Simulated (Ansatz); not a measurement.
**F2GeH2OS: up Jacob's ladder to CCSD(T)**

How much do the methods differ for F2GeH2OS? The plan is to run it at one geometry with functionals of several rungs and with coupled cluster. The yardstick is the atomisation energy at the CCSD(T) limit.

Method: functionals in def2-TZVPP, the program's frozen cores in correlated methods; program: Ansatz 0.2.0, Gaussian basis.

Plan: LDA (SPW92), PBE-D4, revPBE-D4, BLYP-D4, r2SCAN-D4, B97M-V, PBE0-D4, B3LYP-D4, r2SCANh-D4, r2SCAN0-D4, HSE06-D4, BHLYP-D4, CAM-B3LYP-D4, LC-ωPBE, ωB97X-V, ωB97M-V, B2PLYP, PBE-QIDH; CCSD(T)/def2-SVP; CCSD(T)/def2-TZVPP; MP2/def2-QZVPP; extrapolation to the limit; RPA on PBE.

**1. Structure used throughout**

An earlier PBE0-D4 in a triple-zeta def2 set relaxation fixed the geometry.

SMILES `[OH][Ge]([F])([F])[SH]`, 7 atoms, charge 0, spin multiplicity 1.

Atoms are counted from 1 here; the program's logs count them from 0.

Bond lengths: O1–Ge2 1.744 Å, O1–H6 0.962 Å, Ge2–F3 1.716 Å, Ge2–F4 1.722 Å, Ge2–S5 2.169 Å, S5–H7 1.345 Å. Angles: Ge2–O1–H6 112.5°, O1–Ge2–F3 111.7°, O1–Ge2–F4 106.9°, O1–Ge2–S5 111.6°, F3–Ge2–F4 103.4°, F3–Ge2–S5 108.3°, F4–Ge2–S5 114.6°, Ge2–S5–H7 91.2°.

As a file:

```mol
F2GeH2OS
  3D, bonds by distance, orders not assigned

  7  6  0  0  0  0  0  0  0  0999 V2000
   -1.0110    0.2831    1.0152 O   0  0
    0.2808   -0.3427    0.0239 Ge  0  0
    1.4517   -1.1768    0.9601 F   0  0
   -0.3975   -1.5809   -0.9611 F   0  0
    1.2833    1.2381   -1.0724 S   0  0
   -1.6688   -0.3863    1.2280 H   0  0
    0.1227    1.8975   -1.2393 H   0  0
  1  2  8  0
  2  3  8  0
  2  4  8  0
  2  5  8  0
  1  6  8  0
  5  7  8  0
M  END
```

**2. LDA**

This LDA is Slater exchange with PW92 correlation.

in.yaml

```yaml
crystal:
  periodic: [false, false, false]
  atoms:
    - {symbol: O, position_ang: [-1.010993, 0.283114, 1.015171]}
    - {symbol: Ge, position_ang: [0.280760, -0.342690, 0.023889]}
    - {symbol: F, position_ang: [1.451703, -1.176796, 0.960066]}
    - {symbol: F, position_ang: [-0.397496, -1.580940, -0.961146]}
    - {symbol: S, position_ang: [1.283327, 1.238107, -1.072395]}
    - {symbol: H, position_ang: [-1.668844, -0.386255, 1.228010]}
    - {symbol: H, position_ang: [0.122743, 1.897459, -1.239295]}
basis:
  gaussian: {orbitals: def2-TZVPP}
hamiltonian: {xc: lda}
output: {orbitals: {seedname: orbitals}}
```

On the command line:

```
ansatz run in.yaml --threads 4 --pin off --events-out ev --progress --plain --max-ram 10444MiB
```

After this run come: PBE-D4 (GGA); revPBE-D4 (GGA); BLYP-D4 (GGA); r2SCAN-D4 (meta-GGA); B97M-V (meta-GGA); B3LYP-D4 (hybrid); r2SCANh-D4 (hybrid); r2SCAN0-D4 (hybrid); HSE06-D4 (hybrid); BHLYP-D4 (hybrid); CAM-B3LYP-D4 (range-separated); LC-ωPBE (range-separated); ωB97X-V (range-separated); ωB97M-V (range-separated); B2PLYP (double hybrid); PBE-QIDH (double hybrid); CCSD(T) in def2-SVP; CCSD(T) in def2-TZVPP; MP2 in def2-QZVPP; RPA on PBE orbitals.

**Question.** What will the summary of the whole plan be? Wanted: atomisation energy, CCSD(T)/CBS; farthest beyond LDA; mean size of error, GGA; mean size of error, meta-GGA; mean size of error, hybrid; mean size of error, range-separated; mean size of error, double hybrid; gap, smallest and largest; T1 diagnostic.

The runs gave:

| quantity | value |
| --- | --- |
| atomisation energy, CCSD(T)/CBS | 592.4 kcal/mol |
| functionals within 5.9 kcal/mol (1.0 %) | r2SCAN-D4, B97M-V, ωB97X-V, ωB97M-V |
| farthest beyond LDA | BHLYP-D4 (-41.1 kcal/mol) |
| mean size of error, GGA | 9.9 kcal/mol |
| mean size of error, meta-GGA | 0.8 kcal/mol |
| mean size of error, hybrid | 18.7 kcal/mol |
| mean size of error, range-separated | 5.5 kcal/mol |
| mean size of error, double hybrid | 13.0 kcal/mol |
| gap, smallest and largest | 5.02 eV (LDA (SPW92)), 12.71 eV (LC-ωPBE) |
| T1 diagnostic | 0.0122 |
| triples share of the correlation energy | 3.4 % |

What this shows: LDA overbinds by 102.2 kcal/mol (17 %). PBE-D4 misses by +7.6 kcal/mol. Double hybrids carry the basis error of their MP2 part in triple zeta, and no dispersion term here, so their miss is partly the set-up's. The rungs meta-GGA, range-separated miss on average by less than the doubt on the reference (5.9 kcal/mol), so they tie. The reference freezes the cores and leaves out relativity and excitations past (T), and its outer-core shells are covered unevenly, so misses under about 5.9 kcal/mol can't be ranked. Hartree-Fock recovers 67 % of the binding; the rest is correlation. CCSD(T) in def2-SVP is off by -53.9 kcal/mol, worse than the median functional, from the basis alone. The gap grows from 5.0 to 12.7 eV across the functionals, mostly with the share of exact exchange. Correlated methods include outer-core shells of Ge, which these sets cover unevenly.
